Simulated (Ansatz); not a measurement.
# SiH4SeO (SMILES O[Se][SiH3]): functionals against CCSD(T) at one geometry

The atoms stand at a structure displaced at random from a GFN2-xTB minimum. How far do the functionals agree with CCSD(T) there?

Computed with Ansatz 0.2.0, Gaussian basis. Level: single points in def2-TZVPP.

Correlated methods freeze the cores. Filled d shells of the heavier atoms are correlated.

### Step 1. Where the work starts

SMILES `O[Se][SiH3]`, 7 atoms, charge 0, spin multiplicity 1.

Atoms are counted from 1 here; the program's logs count them from 0.

Bond lengths: O1–Se2 1.903 Å, O1–H4 0.959 Å, Se2–Si3 2.361 Å, Si3–H5 1.576 Å, Si3–H6 1.478 Å, Si3–H7 1.601 Å. Angles: Se2–O1–H4 109.8°, O1–Se2–Si3 91.3°, Se2–Si3–H5 108.6°, Se2–Si3–H6 109.4°, Se2–Si3–H7 103.5°, H5–Si3–H6 109.6°, H5–Si3–H7 112.0°, H6–Si3–H7 113.4°.

Geometry (Å):

```mol
H4OSeSi
  3D, bonds by distance, orders not assigned

  7  6  0  0  0  0  0  0  0  0999 V2000
   -1.6926   -0.9437   -0.2253 O   0  0
   -0.1155   -1.2819    0.7852 Se  0  0
    0.8614    0.7317    0.0348 Si  0  0
   -2.3364   -1.6354   -0.0645 H   0  0
    0.9149    0.7094   -1.5402 H   0  0
    0.0396    1.8740    0.4867 H   0  0
    2.3233    0.7047    0.6860 H   0  0
  1  2  8  0
  1  4  8  0
  2  3  8  0
  3  5  8  0
  3  6  8  0
  3  7  8  0
M  END
```

### Step 2. CCSD(T)/def2-TZVPP

Input file run/in.yaml:

```yaml
crystal:
  periodic: [false, false, false]
  atoms:
    - {symbol: O, position_ang: [-1.692600, -0.943700, -0.225300]}
    - {symbol: Se, position_ang: [-0.115500, -1.281900, 0.785200]}
    - {symbol: Si, position_ang: [0.861400, 0.731700, 0.034800]}
    - {symbol: H, position_ang: [-2.336400, -1.635400, -0.064500]}
    - {symbol: H, position_ang: [0.914900, 0.709400, -1.540200]}
    - {symbol: H, position_ang: [0.039600, 1.874000, 0.486700]}
    - {symbol: H, position_ang: [2.323300, 0.704700, 0.686000]}
basis:
  gaussian: {orbitals: def2-TZVPP}
correlation: {method: ccsd_t}
output: {forces: true}
```

No record of the launch command was kept for these runs.

### Step 3. PBE0-D4/def2-TZVPP

run/in.yaml: that of step 2 with these lines changed.

```diff
@@ -12,3 +12,3 @@
   gaussian: {orbitals: def2-TZVPP}
-correlation: {method: ccsd_t}
-output: {forces: true}
+hamiltonian: {xc: pbe0, dispersion: d4}
+output: {forces: true, orbitals: {seedname: orbitals}}
```

### Step 4. wB97M-V/def2-TZVPP

run/in.yaml: that of step 3 with these lines changed.

```diff
@@ -12,3 +12,3 @@
   gaussian: {orbitals: def2-TZVPP}
-hamiltonian: {xc: pbe0, dispersion: d4}
-output: {forces: true, orbitals: {seedname: orbitals}}
+hamiltonian: {xc: {name: wB97M-V}}
+output: {forces: true}
```

### Step 5. r2SCAN-D4/def2-TZVPP

run/in.yaml: that of step 4 with these lines changed.

```diff
@@ -12,3 +12,3 @@
   gaussian: {orbitals: def2-TZVPP}
-hamiltonian: {xc: {name: wB97M-V}}
+hamiltonian: {xc: r2scan, dispersion: d4}
 output: {forces: true}
```

### Step 6. PBE-D4/def2-TZVPP

run/in.yaml: that of step 5 with these lines changed.

```diff
@@ -12,3 +12,3 @@
   gaussian: {orbitals: def2-TZVPP}
-hamiltonian: {xc: r2scan, dispersion: d4}
+hamiltonian: {xc: pbe, dispersion: d4}
 output: {forces: true}
```

### Step 7. wB97X-V/def2-TZVPP

run/in.yaml: that of step 6 with these lines changed.

```diff
@@ -12,3 +12,3 @@
   gaussian: {orbitals: def2-TZVPP}
-hamiltonian: {xc: pbe, dispersion: d4}
+hamiltonian: {xc: {name: wB97X-V}}
 output: {forces: true}
```

### Step 8. BLYP-D4/def2-TZVPP

run/in.yaml: that of step 7 with these lines changed.

```diff
@@ -12,3 +12,3 @@
   gaussian: {orbitals: def2-TZVPP}
-hamiltonian: {xc: {name: wB97X-V}}
+hamiltonian: {xc: {name: BLYP}, dispersion: d4}
 output: {forces: true}
```

(Steps that only read results are left out.)

Q: Predict the outcome of this session. Wanted: energy less free atoms, CCSD(T)/def2-TZVPP; RMS force component; RMS force error; HOMO and LUMO, PBE0-D4; T1 diagnostic.

As calculated:

```
                                  quantity                                                                                           value
energy less free atoms, CCSD(T)/def2-TZVPP                                                                                  -1897.9 kJ/mol
                       RMS force component                                                            0.610 to 0.762 eV/Å over the methods
                           RMS force error  PBE0-D4 0.101, wB97M-V 0.097, r2SCAN-D4 0.049, PBE-D4 0.210, wB97X-V 0.129, BLYP-D4 0.281 eV/Å
                    HOMO and LUMO, PBE0-D4                                                                              -6.46 and -1.84 eV
                             T1 diagnostic                                                                                           0.012
```

In words: Against CCSD(T) the functionals' energies less atoms differ by -85.7 to -27.9 kJ/mol, PBE-D4 by -85.7 kJ/mol. CCSD(T) in triple zeta still lacks some correlation energy of the bonds, so part of these gaps is its own basis error and they don't rank the functionals. The forces of r2SCAN-D4 come nearest to CCSD(T), those of BLYP-D4 are farthest. Frozen-core CCSD(T) forces in triple zeta carry basis errors of their own, and this is one geometry, so small gaps rank nothing.
